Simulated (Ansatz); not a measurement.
The system is Cd2S.

```
Cd S
1.0
     3.96267    0.00000    0.00000
    -1.98134    3.43177    0.00000
     0.00000    0.00000    5.80919
Cd S
2 1
Cartesian
  0.0000 2.2878 5.4183
  1.9813 1.1439 3.3620
  0.0000 2.2878 2.1245
```

The cell comes from a database or a generator and needn't be the stable form of this composition.

| Property | Result |
| --- | --- |
| Program | Ansatz 0.2.0 |
| Task | relaxation of cell and atoms |
| Functional | PBE |
| Dispersion | D3(BJ)-ATM |
| Potentials or basis | Ansatz PAW |
| Cutoff | 420 eV (not typed: the program's choice for these potentials) |
| k mesh | 8 × 8 × 5 |
| Occupations | fermi-dirac, width 0.05 eV |
| Spin | no spin polarisation |

At the start: volume 26.33 Å³/atom.

Where does the relaxation end?

It ends after 5 steps and the volume is 24.93 Å³/atom (-5.3 %); space group P3m1 (No. 156, to 0.05 Å).

Step by step:
| step | energy change (eV) | largest force (eV/Å) | volume (Å³) |
| --- | --- | --- | --- |
| 1 | 0.0000 | 0.0862 | 79.00 |
| 2 | -0.0231 | 0.1969 | 74.22 |
| 3 | -0.0278 | 0.0243 | 74.86 |
| 4 | -0.0279 | 0.0028 | 74.78 |
| 5 | -0.0268 | 0.0027 | 74.78 |

Final structure:
```cif
data_structure
_symmetry_space_group_name_H-M 'P 1'
_symmetry_Int_Tables_number 1
_cell_length_a 3.8613
_cell_length_b 3.8613
_cell_length_c 5.7914
_cell_angle_alpha 90.000
_cell_angle_beta 90.000
_cell_angle_gamma 120.000
_cell_volume 74.78
loop_
_atom_site_label
_atom_site_type_symbol
_atom_site_fract_x
_atom_site_fract_y
_atom_site_fract_z
_atom_site_occupancy
Cd1 Cd 0.33333 0.66667 0.93414 1
Cd2 Cd 0.66667 0.33333 0.58078 1
S1 S 0.33333 0.66667 0.36224 1
```

Caveat: the plane-wave basis is chosen anew once the cell has moved, so the energies of steps on either side of that aren't comparable.
